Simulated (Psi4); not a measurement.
**HF/def2-TZVP (core potential, sweep point 3) run of Cl2HIn (SMILES [Cl][InH][Cl])**

Aim: a structure relaxation of Cl2HIn. 

The results are computed with Psi4 1.11.

### Step 1. The system as given

Cl2HIn: 4 atoms, total charge 0, spin state singlet. SMILES: `[Cl][InH][Cl]`. Geometry: relaxed at PBE0-D4/def2-TZVP. The run starts from this shape.

Bond lengths: Cl1–In2 2.312 Å, In2–Cl3 2.312 Å, In2–H4 1.694 Å. Angles: Cl1–In2–Cl3 111.9°, Cl1–In2–H4 124.1°, Cl3–In2–H4 124.1°.

### Step 2. A structure relaxation at HF/def2-TZVP (core potential, sweep point 3)

job.in

```
memory 1.6 GB

molecule {
  0 1
  Cl    -3.41530203     1.33943788    -1.87574215
  In     0.28289200     0.24982179     0.18065782
  Cl     1.01667266    -4.05535226     0.03741658
  H      2.22080614     2.35195313     1.61930632
  units bohr
  symmetry c1
}

set {
  basis         def2-TZVP
  puream        true
  scf_type      pk
  g_convergence gau_tight
  geom_maxiter  50
}

e, wfn = opt('scf', return_wfn=True)
print_variables()
```

On the command line:

```console
$ psi4 job.in job.out -n 1
```

job.out:

```text
Psi4 1.11 release

gradient() will perform analytic gradient computation.

   => Loading Basis Set <=

    Name: DEF2-TZVP
    Role: ORBITAL
    Keyword: BASIS

    !!!  WARNING: ECP capability is in beta. Please check occupations closely.  !!!

         ---------------------------------------------------------
                                   SCF
                              RHF Reference
                        1 Threads,   1525 MiB Core
         ---------------------------------------------------------

  ==> Geometry <==

    Molecular point group: c1
    Full point group: C1

    Geometry (in Bohr), charge = 0, multiplicity = 1:

       Center              X                  Y                   Z               Mass
    ------------   -----------------  -----------------  -----------------  -----------------
         CL          -3.150928066140     1.683246128963    -1.650323761359    34.968852682000
         IN           0.547265963860     0.593630038963     0.406076208641   114.903878776000
         CL           1.281046623860    -3.711544011037     0.262834968641    34.968852682000
         H            2.485180103860     2.695761378963     1.844724708641     1.007825032230

  Running in c1 symmetry.

  Rotational constants: A =      0.21689  B =      0.06570  C =      0.05042 [cm^-1]
  Rotational constants: A =   6502.28352  B =   1969.60775  C =   1511.69882 [MHz]
  Nuclear repulsion =  214.953731256332560

  Charge       = 0
  Multiplicity = 1
  Electrons    = 56
  Nalpha       = 28
  Nbeta        = 28

  ==> Algorithm <==

  SCF Algorithm Type is PK.
  DIIS enabled.
  MOM disabled.
  Fractional occupation disabled.
  Guess Type is SAD.
  Energy threshold   = 1.00e-08
  Density threshold  = 1.00e-08
  Integral threshold = 1.00e-12

  ==> Primary Basis <==

[... 69 lines left out ...]
   @RHF iter   9: -1108.92420045413814   -1.03887e-09   5.61475e-08 DIIS
[... 55 lines left out ...]
 Dipole Y            :         20.0327524          -19.3190718            0.7136806
[... 227 lines left out ...]
   @RHF iter   3: -1108.92433034764872   -1.30159e-06   2.60471e-06 DIIS
[... 21 lines left out ...]
    Two-Electron Energy =                 709.7624383666160384
[... 193 lines left out ...]
   @RHF iter   1: -1108.92431558010367    2.04636e-03   1.47090e-05 DIIS
[... 21 lines left out ...]
    Nuclear Repulsion Energy =            213.5305667798441505
[... 192 lines left out ...]
                        Total Energy        Delta E     RMS |[F,P]|
[... 14 lines left out ...]
    Final Occupation by Irrep:
[... 116 lines left out ...]
	   Step    Total Energy     Delta E     Max Force     RMS Force      Max Disp      RMS Disp
[... 95 lines left out ...]
  Energy and wave function converged.
[... 115 lines left out ...]
	Measures of convergence in internal coordinates in au.
[... 99 lines left out ...]
  Energy and wave function converged.
[... 115 lines left out ...]
	Measures of convergence in internal coordinates in au.
[... 109 lines left out ...]
  @RHF Final Energy: -1108.92435079998222
[... 112 lines left out ...]
	  Convergence Criteria              o    1.50e-05 *    1.00e-05 *    6.00e-05 *    4.00e-05 *
[... 4 lines left out ...]
Next Geometry in Ang
	Fragment 1 (Ang)

	   Cl  -1.6771008197   0.9168642576  -0.8756791819
	   In   0.2857963988   0.3100172342   0.2121309729
	   Cl   0.7000566285  -1.9767163368   0.1504723695
	    H   1.3167195381   1.4282998317   0.9773263653

    Final optimized geometry and variables:
    Molecular point group: c1
    Full point group: C1

    Geometry (in Bohr), charge = 0, multiplicity = 1:

    CL          -3.169257971163     1.732618642371    -1.654792370532
    IN           0.540076324591     0.585851654680     0.400869583081
    CL           1.322912742969    -3.735453710704     0.284349892857
    H            2.488239202289     2.699096424328     1.846879242058

  Variable Map:
  ----------------------------------------------------------------------------
  "CURRENT ENERGY"           =>   -1108.924350799982
  "CURRENT REFERENCE ENERGY" =>   -1108.924350799982
  "DD SOLVATION ENERGY"      =>       0.000000000000
  "HF KINETIC ENERGY"        =>     993.330974644924
  "HF POTENTIAL ENERGY"      =>   -2102.255325444906
  "HF TOTAL ENERGY"          =>   -1108.924350799982
  "HF VIRIAL RATIO"          =>       2.116369446947
  "NUCLEAR REPULSION ENERGY" =>     213.494949682293
  "ONE-ELECTRON ENERGY"      =>   -2032.232341325255
  "OPTIMIZATION ITERATIONS"  =>       7.000000000000
  "PCM POLARIZATION ENERGY"  =>       0.000000000000
  "PE ENERGY"                =>       0.000000000000
  "SCF ITERATION ENERGY"     =>   -1108.924350799982
  "SCF ITERATIONS"           =>       4.000000000000
  "SCF TOTAL ENERGY"         =>   -1108.924350799982
  "TWO-ELECTRON ENERGY"      =>     709.813040842981

  Array Variable Map:
  ----------------------------------------------------------------------------
  "CURRENT DIPOLE"           =>       0.645368427184 ... 0.479025694485 1 by 3
  "CURRENT GRADIENT"         =>       0.000000716268 ... -0.000000076276 4 by 3
  "HF TOTAL GRADIENT"        =>       0.000000716268 ... -0.000000076276 4 by 3
  "SCF DIPOLE"               =>       0.645368427184 ... 0.479025694485 1 by 3
  "SCF TOTAL ENERGIES"       =>   -1108.924354837094 ... -1108.924350799982 1 by 5
  "SCF TOTAL GRADIENT"       =>       0.000000716268 ... -0.000000076276 4 by 3

    Psi4 run time: 0:03:04.86

[set-up sections that repeat, and orbital energies of the middle runs, are left out above]
```

Standard output:

```text
Optimizer: Optimization complete!
```

Wall time 3.1 min (1 thread of Intel Xeon Platinum 8259CL at 2.50GHz (Skylake/Cascade Lake), shared host); peak memory 0.83 GiB.

Steps, from the record of the run:

```tsv
step	energy from the first frame kept (eV)	largest force (eV/Å)
0	0.0000	0.2137
1	-0.0035	0.0553
2	-0.0033	0.0754
3	-0.0034	0.1267
4	-0.0041	0.0146
5	-0.0041	0.0011
6	-0.0041	0.0001
```

After the run. Bond lengths: Cl1–In2 2.325 Å, In2–Cl3 2.325 Å, In2–H4 1.703 Å. Angles: Cl1–In2–Cl3 113.3°, Cl1–In2–H4 123.4°, Cl3–In2–H4 123.4°.

### Step 3. What came out

Level: HF/def2-TZVP (core potential, sweep point 3).

```
               quantity           value
total energy at the end  -1108.92435 Eh
          dipole moment          2.71 D
            HOMO energy       -12.05 eV
            LUMO energy         0.52 eV
          HOMO–LUMO gap        12.57 eV
```

**Reading.** At the final geometry: Bond lengths: Cl1–In2 2.325 Å, In2–Cl3 2.325 Å, In2–H4 1.703 Å. Angles: Cl1–In2–Cl3 113.3°, Cl1–In2–H4 123.4°, Cl3–In2–H4 123.4°. The optimisation took 7 steps and changed the energy by -0.004 eV.
